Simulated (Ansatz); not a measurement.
# C3H8Mg: the cost of one run

Method: the settings change from run to run; program: Ansatz 0.2.0, Gaussian basis.

**1. The relaxed structure**

An earlier PBE0-D4 in a triple-zeta def2 set relaxation fixed the geometry.

SMILES `C[CH](C)[MgH]`, 12 atoms, charge 0, spin multiplicity 1.

Atoms are counted from 1 here; the program's logs count them from 0.

Bond lengths: C1–C2 1.528 Å, C1–H5 1.095 Å, C1–H6 1.096 Å, C1–H7 1.101 Å, C2–C3 1.528 Å, C2–Mg4 2.115 Å, C2–H8 1.100 Å, C3–H9 1.101 Å, C3–H10 1.096 Å, C3–H11 1.095 Å, Mg4–H12 1.712 Å. Angles: C2–C1–H5 112.7°, C2–C1–H6 112.0°, C2–C1–H7 111.7°, H5–C1–H6 107.0°, H5–C1–H7 106.8°, H6–C1–H7 106.2°, C1–C2–C3 110.3°, C1–C2–Mg4 112.8°, C1–C2–H8 107.4°, C3–C2–Mg4 112.8°, C3–C2–H8 107.4°, Mg4–C2–H8 105.8°, C2–C3–H9 111.7°, C2–C3–H10 112.0°, C2–C3–H11 112.7°, H9–C3–H10 106.2°, H9–C3–H11 106.8°, H10–C3–H11 107.0° and more.

**2. PBEsol/aug-pcseg-2**

This run has a grid of angular degree 11, D4 dispersion, the search for lower states set to light.

File in.yaml:

```yaml
crystal:
  periodic: [false, false, false]
  atoms:
    - {symbol: C, position_ang: [-0.688308, 0.928888, -0.774531]}
    - {symbol: C, position_ang: [0.235973, -0.193834, -0.306282]}
    - {symbol: C, position_ang: [1.032498, 0.252332, 0.918687]}
    - {symbol: Mg, position_ang: [-0.783177, -2.021310, -0.000003]}
    - {symbol: H, position_ang: [-1.211750, 0.685615, -1.704859]}
    - {symbol: H, position_ang: [-1.454932, 1.167724, -0.028166]}
    - {symbol: H, position_ang: [-0.134587, 1.862816, -0.954950]}
    - {symbol: H, position_ang: [0.956548, -0.385012, -1.114980]}
    - {symbol: H, position_ang: [1.577847, 1.189522, 0.729878]}
    - {symbol: H, position_ang: [0.384683, 0.444589, 1.781928]}
    - {symbol: H, position_ang: [1.774501, -0.488538, 1.233697]}
    - {symbol: H, position_ang: [-1.612497, -3.497894, 0.253582]}
basis:
  gaussian: {orbitals: aug-pcseg-2, final_grid: {core_spheres: 5, valence_spheres: 4, degree: 11}}
hamiltonian: {xc: {name: PBEsol}, dispersion: d4}
scf: {lower_state_search: light}
```

Launch:

```sh
$ ansatz run in.yaml --threads 4 --pin off --events-out ev --progress --plain --max-ram 10444MiB
```

Q: Estimate wall time and peak memory on 4 threads of Intel Xeon at 2.50GHz, shared host.

About 7.5 s, with a peak of 0.54 GiB.
